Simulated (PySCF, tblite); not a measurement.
**C₃H₁₂N₂SSi₂: geometry, infrared bands and NMR shifts**

Aim: predict the infrared bands and NMR shifts of C₃H₁₂N₂SSi₂ (`CN1CC[SiH2]S[Si@@H]1N`).

The runs use tblite 0.8.0 and PySCF 2.14.0, with density-fitted response routines of our own; the level of theory stands in each step. All values are computed, except where a source is named. Atoms count from 0, in the outputs and in this text.

**1. The molecule as given**

20 atoms, charge 0, multiplicity 1; geometry from: force field or distance geometry start.

Bonds of the start (Å): C0–N1 1.43, N1–C2 1.38, C2–C3 1.51, C3–Si4 1.86, Si4–S5 2.15, S5–Si6 2.16, Si6–N7 1.76, Si6–N1 1.76, C0–H8 1.09, C0–H9 1.12, C0–H10 1.13, C2–H11 1.12, C2–H12 1.12, C3–H13 1.11, C3–H14 1.13, Si4–H15 1.49, Si4–H16 1.46, Si6–H17 1.49, N7–H18 1.06, N7–H19 1.05.

**2. Relaxing the molecule with GFN2-xTB**

The job: settings as JSON, then the geometry in Å.

```
{"job": {"kind": "relax", "xc": "GFN2-xTB", "basis": "xTB"}, "charge": 0, "multiplicity": 1}
C      1.271100    -1.765000     0.048900
N      0.516600    -0.640700    -0.399300
C     -0.801000    -0.812000    -0.784300
C     -1.894600    -0.467300     0.199100
Si    -2.183000     1.368300     0.288400
S     -0.463600     2.277300    -0.637900
Si     1.124500     0.961000    -0.010900
N      2.719500     1.380500    -0.611600
H      2.266200    -1.570200     0.458800
H      0.635200    -2.371100     0.749100
H      1.411800    -2.434300    -0.848200
H     -1.065300    -0.272000    -1.727800
H     -0.983900    -1.887500    -1.032200
H     -2.846300    -0.985900    -0.024800
H     -1.504800    -0.803900     1.206000
H     -2.134700     1.788200     1.712300
H     -3.429800     1.769600    -0.362000
H      1.106700     1.061300     1.479200
H      3.420000     0.990600     0.083000
H      2.830400     2.423900    -0.537300
```

Launch:

```console
> OMP_NUM_THREADS=1 python probes_run.py task.json out
```

The driver reads the jobs from task.json and runs them one after another.

**Question.** This job is followed by: GFN2-xTB harmonic vibrations, gas phase; GIAO PBE0/pcSseg-1 NMR shielding, non-relativistic, gas phase. Predict these results of the whole session: strongest single infrared mode (GFN2-xTB); zero-point energy (GFN2-xTB); ¹³C shifts against TMS (PBE0/pcSseg-1); ¹H shifts against TMS (PBE0/pcSseg-1, means over atoms taken as alike); ¹⁵N shifts against NH3 (PBE0/pcSseg-1); ²⁹Si shifts against TMS (PBE0/pcSseg-1); ³³S shifts against CS2 (PBE0/pcSseg-1); surface potential, 1st and 99th percentile.

The runs gave:

| quantity | value |
| --- | --- |
| strongest single infrared mode (GFN2-xTB) | 2253 cm⁻¹, 479 km/mol |
| zero-point energy (GFN2-xTB) | 95.3 kcal/mol |
| ¹³C shifts against TMS (PBE0/pcSseg-1) | 46.1, 36.3, 8.1 ppm |
| ¹H shifts against TMS (PBE0/pcSseg-1, means over atoms taken as alike) | 5.58, 4.89, 4.88, 3.75, 2.74, 2.65, 1.40, 0.73, 0.56 ppm |
| ¹⁵N shifts against NH3 (PBE0/pcSseg-1) | 44.5, 36.1 ppm |
| ²⁹Si shifts against TMS (PBE0/pcSseg-1) | -23.9, -32.7 ppm |
| ³³S shifts against CS2 (PBE0/pcSseg-1) | -299 ppm |
| surface potential, 1st and 99th percentile | -1.29 V and 1.43 V |

**Reading.** Over 167 steps the energy fell by 0.763 eV; of the close pairs, N1–C2 changed most, 1.383 to 1.444 Å. No mode is imaginary among the 54: a minimum at this level. The strongest single mode, at 2253 cm⁻¹, moves mainly H15. GFN2-xTB is a fitted tight-binding method: band positions and strengths are rough. Its intensities can rank the bands wrongly. C2 (sp3 CH2 bonded to N) lies farthest downfield among carbon, at 46.1 ppm; pulled downfield by the heteroatom. At PBE0/pcSseg-1: The largest span, 174 ppm, is at S5, where the paramagnetic term is -259 ppm.
